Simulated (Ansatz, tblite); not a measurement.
# The cluster Au₁₀O₅: rung by rung

Aim: run the singlet of the cluster Au₁₀O₅ at one geometry on many levels, and compare frontier levels, spin and run time.

Program: Ansatz 0.2.0, Gaussian basis. Level of theory: as each input shows. These are calculated values, not measurements.

The runs, in order: GFN1-xTB, GFN2-xTB, PBE-D4/def2-TZVP, r2SCAN-D4/def2-TZVP, revPBE-D4/def2-TZVP, PBE-D4/def2-SVP, PBE0-D4/def2-SVP, MP2/def2-TZVP, RPA/def2-TZVP.

2 further runs of the same task are left out: 2 set aside as unsound or not needed.

### 1 The structure

The geometry is that of the singlet, from an earlier relaxation (PBE-D4/def2-SVP). At that level it is the lowest of the isomers that a small search found.

15 atoms, charge 0, spin multiplicity 1.

Bond lengths: Au1–Au2 2.638 Å, Au1–Au10 2.853 Å, Au1–O13 2.241 Å, Au2–Au10 2.635 Å, Au3–O13 2.043 Å, Au3–O15 2.065 Å, Au4–O15 2.000 Å, Au5–O11 1.969 Å, Au6–O14 2.027 Å, Au7–O12 1.921 Å, Au7–O14 2.039 Å, Au8–O11 1.915 Å, Au8–O12 1.917 Å, Au9–O13 1.997 Å, Au9–O14 2.050 Å, Au10–O15 2.230 Å. Angles: Au2–Au1–Au10 57.2°, Au2–Au1–O13 161.9°, Au10–Au1–O13 104.9°, Au1–Au2–Au10 65.5°, O13–Au3–O15 160.2°, O12–Au7–O14 171.7°, O11–Au8–O12 177.6°, O13–Au9–O14 177.3°, Au1–Au10–Au2 57.3°, Au1–Au10–O15 106.0°, Au2–Au10–O15 163.2°, Au5–O11–Au8 115.0°, Au7–O12–Au8 122.2°, Au1–O13–Au3 84.2°, Au1–O13–Au9 84.9°, Au3–O13–Au9 112.0°, Au6–O14–Au7 111.1°, Au6–O14–Au9 107.4° and more.

Coordinates:

```mol
Au10O5
  3D, bonds by distance, orders not assigned

 15 16  0  0  0  0  0  0  0  0999 V2000
    3.6207   -0.0037   -0.4626 Au  0  0
    5.5048    1.0232    1.0720 Au  0  0
    1.5375    1.7677   -1.3520 Au  0  0
    0.6948    3.9593    0.8804 Au  0  0
   -7.2357    0.6502   -0.0804 Au  0  0
    1.2299   -4.4973    0.7396 Au  0  0
   -1.3826   -2.4573    0.2373 Au  0  0
   -4.3480   -0.8789    0.1611 Au  0  0
    1.1338   -1.4259   -0.4218 Au  0  0
    3.6570    2.7416    0.3134 Au  0  0
   -5.4091    0.6369    0.6549 O   0  0
   -3.2219   -2.3571   -0.3086 O   0  0
    1.8500   -0.1961   -1.8228 O   0  0
    0.4641   -2.6512    1.0789 O   0  0
    1.9047    3.6885   -0.6894 O   0  0
  1  2  8  0
  1 10  8  0
  1 13  8  0
  2 10  8  0
  3 13  8  0
  3 15  8  0
  4 15  8  0
  5 11  8  0
  6 14  8  0
  7 12  8  0
  7 14  8  0
  8 11  8  0
  8 12  8  0
  9 13  8  0
  9 14  8  0
 10 15  8  0
M  END
```

Au takes a core potential in the def2 sets. No spin-orbit coupling is included.

PBE0-D4/def2-TZVP was run before; its log isn't repeated, and its numbers join the tables.

### 2 GFN1-xTB

Tight binding, by tblite at 300 K electronic temperature and without a spin-polarisation term:

```python
tblite.interface.Calculator('GFN1-xTB', numbers, positions, charge=0, uhf=0).singlepoint()
```

Energy -1709.2612 eV, HOMO -10.61 eV, LUMO -10.43 eV; 0.13 s.

### 3 GFN2-xTB

Tight binding, by tblite at 300 K electronic temperature and without a spin-polarisation term:

```python
tblite.interface.Calculator('GFN2-xTB', numbers, positions, charge=0, uhf=0).singlepoint()
```

Energy -1605.1578 eV, HOMO -10.15 eV, LUMO -10.00 eV; 0.2 s.

### 4 PBE-D4/def2-TZVP

start.molden holds the orbitals of an earlier run on this state, given as this run's starting guess.

Input file in.yaml:

```yaml
crystal:
  periodic: [false, false, false]
  atoms:
    - {symbol: Au, position_ang: [3.620670, -0.003717, -0.462636]}
    - {symbol: Au, position_ang: [5.504782, 1.023181, 1.072026]}
    - {symbol: Au, position_ang: [1.537528, 1.767699, -1.352048]}
    - {symbol: Au, position_ang: [0.694832, 3.959254, 0.880371]}
    - {symbol: Au, position_ang: [-7.235684, 0.650231, -0.080449]}
    - {symbol: Au, position_ang: [1.229912, -4.497268, 0.739596]}
    - {symbol: Au, position_ang: [-1.382561, -2.457257, 0.237270]}
    - {symbol: Au, position_ang: [-4.348022, -0.878890, 0.161115]}
    - {symbol: Au, position_ang: [1.133753, -1.425867, -0.421766]}
    - {symbol: Au, position_ang: [3.656987, 2.741627, 0.313437]}
    - {symbol: O, position_ang: [-5.409128, 0.636851, 0.654895]}
    - {symbol: O, position_ang: [-3.221881, -2.357092, -0.308603]}
    - {symbol: O, position_ang: [1.850049, -0.196083, -1.822794]}
    - {symbol: O, position_ang: [0.464097, -2.651229, 1.078949]}
    - {symbol: O, position_ang: [1.904656, 3.688539, -0.689364]}
basis:
  gaussian: {orbitals: def2-TZVP, fitting: {mean_field: def2-universal-jkfit}, initial_orbitals: start.molden}
hamiltonian: {xc: pbe, dispersion: d4}
scf: {omitted_lower_state_checks: [starts]}
output: {forces: true, orbitals: {seedname: orbitals}}
```

On the command line:

```sh
$ ansatz run in.yaml --threads 2 --pin off --events-out ev --progress --plain --max-ram 22528MiB --backend cuda --devices 0, --max-vram 18GiB
```

Further steps of the session: r2SCAN-D4/def2-TZVP; revPBE-D4/def2-TZVP; PBE-D4/def2-SVP; PBE0-D4/def2-SVP; MP2/def2-TZVP; RPA/def2-TZVP.

**Question.** What will the summary of the whole plan be? Wanted: gap in def2-TZVP, named functionals, smallest and largest; correlation energy, MP2/def2-TZVP; binding an atom, functionals in def2-TZVP; PBE0 total energy, smallest basis above largest.

The runs gave:

```
                                                 quantity                                value
gap in def2-TZVP, named functionals, smallest and largest  0.34 eV (PBE-D4), 1.15 eV (PBE0-D4)
                        correlation energy, MP2/def2-TZVP                           -157.79 eV
                binding an atom, functionals in def2-TZVP   1.92 (PBE0-D4) to 2.32 eV (PBE-D4)
          PBE0 total energy, smallest basis above largest       14.67 eV (def2-SVP, def2-TZVP)
```

Over the named functionals in def2-TZVP the gap runs from 0.34 eV (PBE-D4) to 1.15 eV (PBE0-D4); exact exchange widens it.
